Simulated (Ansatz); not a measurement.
Predict the output of the script below (Ansatz 0.2.0 through its Python package).

The script reads `tabeb.extxyz`:
```text
3
Lattice="3.2499042 0.0 0.0 -1.6249521 2.8144996 0.0 0.0 0.0 3.24610302" Properties=species:S:1:pos:R:3 pbc="T T T"
Ta   -0.00000002    1.87633308    0.00000000
Be    1.62495212    0.93816652    1.62305151
B     0.00000000    0.00000000    1.62305151
```

`run_restart.py`:
```python
import warnings

import ansatz as az


def main() -> None:
    warnings.simplefilter('ignore', az.DeckWarning)

    structure = az.Crystal.from_extxyz('tabeb.extxyz')

    calc = structure.calculation()
    calc = calc.basis(18 * az.Ha)
    calc = calc.occupations('fermi_dirac', width=0.1)
    calc = calc.functional('lda')
    coarse = calc.kpoints(*(4, 4, 3)).checkpoint(write='ground.run').run(threads=1).report
    warm = calc.kpoints(*(8, 8, 7)).checkpoint(read='ground.run').run(threads=1).report
    cold = calc.kpoints(*(8, 8, 7)).run(threads=1).report
    for label, r in (('coarse', coarse), ('fine, from the saved density', warm), ('fine, fresh start', cold)):
        print(f'{label:30s} F = {r["free_energy_ev"]:.5f} eV  iterations {r["n_iterations"]}')


if __name__ == '__main__':
    main()
```

```console
$ python run_restart.py
coarse                         F = -9922.60636 eV  iterations 6
fine, from the saved density   F = -9922.73151 eV  iterations 6
fine, fresh start              F = -9922.73151 eV  iterations 6
```

Absolute energies stand on the zero of these potentials, so only differences at equal settings mean something. A total without «per atom» is that of the cell as typed. The mesh is modest for a metal, so energies can be off by several to tens of meV an atom and pressures by half a GPa or more; differences at equal mesh fare better. Spin-orbit coupling, which matters for elements this heavy, is left out. This cell is a computed structure, which may not be the phase found in nature. It ran for 4.9 s on 1 thread of Arm Neoverse V1, on a shared host, peak memory 0.36 GiB.
